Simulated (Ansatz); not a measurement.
# SnH2F (SMILES [F][SnH2]): U-r2SCAN0/STO-3G

What is the energy change on altering one bond length of SnH2F at U-r2SCAN0/STO-3G? 

The results are computed with Ansatz 0.2.0.

59 further runs of the same task are left out: 7 that didn't finish, 52 set aside as unsound or not needed.

## Step 1: The structure to begin with

The species is SnH2F (4 atoms), meant as a doublet with charge 0. SMILES: `[F][SnH2]`. The coordinates come from a PBE0-D4/def2-TZVP relaxation.

Bond lengths: F1–Sn2 1.932 Å, Sn2–H3 1.726 Å, Sn2–H4 1.726 Å. Angles: F1–Sn2–H3 103.3°, F1–Sn2–H4 103.3°, H3–Sn2–H4 113.3°.

## Step 2: The energy at U-r2SCAN0/STO-3G

Contents of molecule.yaml:

```yaml
crystal:
  periodic: [false, false, false]
  atoms:
    - {symbol: F, position_ang: [-1.552600, -0.190000, 0.640700]}
    - {symbol: Sn, position_ang: [0.028300, -0.242200, -0.468300]}
    - {symbol: H, position_ang: [1.184100, -1.054400, 0.524100]}
    - {symbol: H, position_ang: [0.395700, 1.426200, -0.716700]}
basis:
  gaussian: {orbitals: STO-3G}
magnetization: {spin_polarized: true, initial_magnetization: 1}
hamiltonian: {xc: {name: r2SCAN0}}
accuracy: high
```

The run is started by

```sh
ansatz run molecule.yaml --threads 1 --pin off --max-ram 2610MiB --events-out events.jsonl --progress --plain --runs-dir runs
```

The log of the run:

```text
Warning: RAYON_NUM_THREADS=1 ignored (pool sized by the plan → 1); use --threads N
Functional definition: r2SCAN0
  name "r2SCAN0"
  parameter a = 0.25
  parameter k0 = 0.174
  parameter k1 = 0.065
  parameter a1 = 4.9479
  exchange = (1 - a)*r2scan_x(k0 = k0, k1 = k1, a1 = a1) + a*exact_x
  correlation = r2scan_c
612 factors; integrals over basis functions are off by at most 4.8e-9 eV
mean field evaluation 1: about -165039.4403 eV, gradient 9.9e0 eV
mean field evaluation 2: about -165036.4702 eV, gradient 2.4e1 eV
mean field evaluation 4: about -165040.5804 eV, gradient 3.0e-1 eV
mean field evaluation 8: about -165040.5595 eV, gradient 1.1e-2 eV
mean field evaluation 16: about -165040.5595 eV, gradient 4.8e-6 eV
mean field -165040.55947279 eV, -6065.1286921160 hartree, gradient 2.6e-8 eV, S^2 0.751821; 0 other end points of the search recorded, 0 dependent functions left out
reference -165040.55947336 eV, -6065.1286921368 hartree; 31, 30 occupied and 3, 4 virtual orbitals, 612 factors
Total energy: -165040.55947336 eV, -6065.1286921368 hartree
```

Run time: 6.6 s. Hardware: 1 thread of Arm Neoverse V2, shared host; peak memory 0.26 GiB.

## Step 3: The distorted shape, same level

Contents of input.yaml:

```yaml
crystal:
  periodic: [false, false, false]
  atoms:
    - {symbol: F, position_ang: [-1.644445, -0.607078, 0.702797]}
    - {symbol: Sn, position_ang: [-0.063545, -0.659278, -0.406203]}
    - {symbol: H, position_ang: [1.092255, -1.471478, 0.586197]}
    - {symbol: H, position_ang: [0.395700, 1.426200, -0.716700]}
basis:
  gaussian: {orbitals: STO-3G}
magnetization: {spin_polarized: true, initial_magnetization: 1}
hamiltonian: {xc: {name: r2SCAN0}}
accuracy: high
```

The run is started by

```sh
ansatz run input.yaml --threads 1 --pin off --max-ram 2610MiB --events-out events.jsonl --progress --plain --runs-dir runs
```

The log of the run (excerpt; [...] marks lines left out):

```text
Warning: RAYON_NUM_THREADS=1 ignored (pool sized by the plan → 1); use --threads N
[... 8 set-up lines as earlier in the session ...]
612 factors; integrals over basis functions are off by at most 4.8e-9 eV
mean field evaluation 1: about -165037.8571 eV, gradient 1.1e1 eV
mean field evaluation 2: about -165034.7731 eV, gradient 2.5e1 eV
mean field evaluation 4: about -165039.2493 eV, gradient 6.7e-1 eV
mean field evaluation 8: about -165039.2236 eV, gradient 2.0e-2 eV
mean field evaluation 16: about -165039.2236 eV, gradient 6.1e-5 eV
mean field -165039.22361338 eV, -6065.0796001881 hartree, gradient 3.8e-8 eV, S^2 0.755567; 0 other end points of the search recorded, 0 dependent functions left out
reference -165039.22361398 eV, -6065.0796002101 hartree; 31, 30 occupied and 3, 4 virtual orbitals, 612 factors
Total energy: -165039.22361398 eV, -6065.0796002101 hartree
```

It took 7.2 s on 1 thread of Arm Neoverse V2, shared host; peak memory 0.26 GiB.

## Step 4: Results

At U-r2SCAN0/STO-3G:

```
                                                          quantity           value
                                         first shape: total energy  -6065.12869 Eh
                                                 first shape: ⟨S²⟩           0.752
                                     distorted shape: total energy  -6065.07960 Eh
                                             distorted shape: ⟨S²⟩           0.756
energy change with the Sn2–H4 bond stretched from 1.726 to 2.158 Å        1.336 eV
```

**Reading.** With the Sn2–H4 bond stretched from 1.726 to 2.158 Å the energy rises by 1.34 eV (129 kJ/mol). The first shape isn't relaxed at this level, so the change isn't measured from a minimum. The minimal basis adds a large error of its own. Relativity is left out (first shape) although the molecule holds a heavy atom. Relativity is left out (distorted shape) although the molecule holds a heavy atom.
